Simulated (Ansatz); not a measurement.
# CH₈O₂Si₂: one species, many methods

How much do the methods differ for CH₈O₂Si₂? The plan is to run it at one geometry with functionals of several rungs and with coupled cluster, and see how far each lands from CCSD(T) at the basis-set limit for the atomisation energy.

The runs use Ansatz 0.2.0, Gaussian basis; functionals in def2-TZVPP, the program's frozen cores in correlated methods.

The runs, in order: PBE-D4, r2SCAN-D4, PBE0-D4, B3LYP-D4, ωB97X-V, ωB97M-V, B2PLYP; CCSD(T)/def2-TZVPP; MP2/def2-QZVPP; extrapolation to the limit.

### Step 1. The relaxed structure

An earlier PBE0-D4 in a triple-zeta def2 set relaxation fixed the geometry.

SMILES `C[SiH2]O[SiH2]O`, 13 atoms, charge 0, spin multiplicity 1.

Atoms are counted from 1 here; the program's logs count them from 0.

Bond lengths: C1–Si2 1.860 Å, C1–H6 1.093 Å, C1–H7 1.094 Å, C1–H8 1.093 Å, Si2–O3 1.644 Å, Si2–H9 1.486 Å, Si2–H10 1.488 Å, O3–Si4 1.628 Å, Si4–O5 1.642 Å, Si4–H11 1.480 Å, Si4–H12 1.483 Å, O5–H13 0.958 Å. Angles: Si2–C1–H6 110.9°, Si2–C1–H7 110.3°, Si2–C1–H8 111.2°, H6–C1–H7 108.0°, H6–C1–H8 108.3°, H7–C1–H8 108.0°, C1–Si2–O3 111.3°, C1–Si2–H9 110.8°, C1–Si2–H10 110.2°, O3–Si2–H9 107.3°, O3–Si2–H10 108.5°, H9–Si2–H10 108.6°, Si2–O3–Si4 142.8°, O3–Si4–O5 112.3°, O3–Si4–H11 110.2°, O3–Si4–H12 106.5°, O5–Si4–H11 104.7°, O5–Si4–H12 110.9° and more.

Coordinates:

```
C    -1.51539    0.67400    1.03755
Si    0.33171    0.59798    1.24223
O     1.00138   -0.49664    0.21450
Si    0.79570   -1.20722   -1.23526
O     0.49073   -0.11881   -2.42582
H    -1.78309    0.97457    0.02140
H    -1.94376    1.40378    1.73019
H    -1.97569   -0.29580    1.24127
H     0.69421    0.18628    2.62296
H     0.93334    1.93186    0.97035
H    -0.39747   -2.08201   -1.21173
H     2.04053   -1.96292   -1.51504
H     1.21301    0.43354   -2.72740
```

### Step 2. PBE-D4 (GGA)

in.yaml reads:

```yaml
crystal:
  periodic: [false, false, false]
  atoms:
    - {symbol: C, position_ang: [-1.515388, 0.674001, 1.037551]}
    - {symbol: Si, position_ang: [0.331707, 0.597978, 1.242234]}
    - {symbol: O, position_ang: [1.001377, -0.496642, 0.214504]}
    - {symbol: Si, position_ang: [0.795703, -1.207222, -1.235263]}
    - {symbol: O, position_ang: [0.490728, -0.118810, -2.425816]}
    - {symbol: H, position_ang: [-1.783088, 0.974575, 0.021399]}
    - {symbol: H, position_ang: [-1.943758, 1.403778, 1.730191]}
    - {symbol: H, position_ang: [-1.975694, -0.295804, 1.241271]}
    - {symbol: H, position_ang: [0.694211, 0.186281, 2.622960]}
    - {symbol: H, position_ang: [0.933338, 1.931857, 0.970347]}
    - {symbol: H, position_ang: [-0.397473, -2.082012, -1.211733]}
    - {symbol: H, position_ang: [2.040534, -1.962920, -1.515044]}
    - {symbol: H, position_ang: [1.213005, 0.433541, -2.727400]}
basis:
  gaussian: {orbitals: def2-TZVPP}
hamiltonian: {xc: pbe, dispersion: d4}
output: {forces: true, orbitals: {seedname: orbitals}}
```

Run with:

```sh
$ ansatz run in.yaml --threads 4 --pin off --events-out ev --progress --plain --max-ram 10444MiB
```

Further steps of the session: r2SCAN-D4 (meta-GGA); PBE0-D4 (hybrid); B3LYP-D4 (hybrid); ωB97X-V (range-separated); ωB97M-V (range-separated); B2PLYP (double hybrid); CCSD(T) in def2-TZVPP; MP2 in def2-QZVPP.

**Question.** What will the summary of the whole plan be? Wanted: atomisation energy, CCSD(T)/CBS; farthest; mean size of error, hybrid; mean size of error, range-separated; gap, smallest and largest; T1 diagnostic; triples share of the correlation energy.

**Answer**, as computed:

```
                               quantity                                 value
        atomisation energy, CCSD(T)/CBS                             49.958 eV
    functionals within 0.250 eV (0.5 %)           r2SCAN-D4, ωB97X-V, ωB97M-V
                               farthest                   PBE0-D4 (-0.834 eV)
             mean size of error, hybrid                              0.591 eV
    mean size of error, range-separated                              0.070 eV
              gap, smallest and largest  6.64 eV (PBE-D4), 13.26 eV (ωB97X-V)
                          T1 diagnostic                                0.0111
triples share of the correlation energy                                 3.3 %
```

In words: PBE-D4 is off by -0.288 eV. Double hybrids carry the basis error of their MP2 part in triple zeta, and no dispersion term here, so their miss is partly the set-up's. The reference freezes the cores and leaves out relativity and excitations past (T), so misses under about 0.250 eV can't be ranked. Hartree-Fock recovers 75 % of the binding; the rest is correlation. Orbital gaps span 6.6 to 13.3 eV; exact exchange widens them.
